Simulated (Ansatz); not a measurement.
# C3H4Ga radical: how energies converge with the basis set

Aim: see how fast density functionals converge with the basis set for C3H4Ga radical.

Computed with Ansatz 0.2.0, Gaussian basis. Level: one geometry, several basis sets.

Plan: PBE0-D4/def2-SVP; ωB97M-V/def2-SVP; PBE0-D4/def2-QZVPP; ωB97M-V/def2-QZVPP; the functionals' def2-TZVPP values are taken from earlier runs.

### Step 1. The relaxed structure

An earlier PBE0-D4 in a triple-zeta def2 set relaxation fixed the geometry.

SMILES `C#[C][Ga][CH3]`, 8 atoms, charge 0, spin multiplicity 2.

Atoms are counted from 1 here; the program's logs count them from 0.

Bond lengths: C1–C2 1.212 Å, C1–H5 1.067 Å, C2–Ga3 1.937 Å, Ga3–C4 1.985 Å, C4–H6 1.093 Å, C4–H7 1.093 Å, C4–H8 1.088 Å. Angles: C2–C1–H5 179.2°, C1–C2–Ga3 173.6°, C2–Ga3–C4 118.5°, Ga3–C4–H6 108.1°, Ga3–C4–H7 108.0°, Ga3–C4–H8 112.8°, H6–C4–H7 108.4°, H6–C4–H8 109.7°, H7–C4–H8 109.7°.

### Step 2. PBE0-D4 in def2-SVP

The input, in.yaml:

```yaml
crystal:
  periodic: [false, false, false]
  atoms:
    - {symbol: C, position_ang: [2.367583, -1.001668, 0.967187]}
    - {symbol: C, position_ang: [1.344078, -0.856061, 0.334216]}
    - {symbol: Ga, position_ang: [-0.242337, -0.809960, -0.776862]}
    - {symbol: C, position_ang: [-1.498918, 0.712798, -0.570788]}
    - {symbol: H, position_ang: [3.265339, -1.117012, 1.531352]}
    - {symbol: H, position_ang: [-1.833036, 0.738503, 0.469884]}
    - {symbol: H, position_ang: [-0.950246, 1.635296, -0.779063]}
    - {symbol: H, position_ang: [-2.360263, 0.641005, -1.231724]}
basis:
  gaussian: {orbitals: def2-SVP}
magnetization: {spin_polarized: true, initial_magnetization: 1}
hamiltonian: {xc: pbe0, dispersion: d4}
output: {orbitals: {seedname: orbitals}}
```

Run with:

```
> ansatz run in.yaml --threads 2 --pin off --events-out ev --progress --plain --max-ram 32768MiB --backend cpu
```

After this run come: ωB97M-V in def2-SVP; PBE0-D4 in def2-QZVPP; ωB97M-V in def2-QZVPP.

Before running them: what should the planned runs give, taken together? Wanted: PBE0-D4: double and triple zeta above quadruple; ωB97M-V: double and triple zeta above quadruple.

As calculated:

```
                                       quantity           value
PBE0-D4: double and triple zeta above quadruple  11.65, 1.36 eV
ωB97M-V: double and triple zeta above quadruple  11.74, 1.31 eV
```

**Reading.** PBE0-D4 gains 10.29 eV from double to triple zeta, then 1.36 eV more. These are total energies; as a rule much of such shifts cancels in differences, which this series doesn't test.
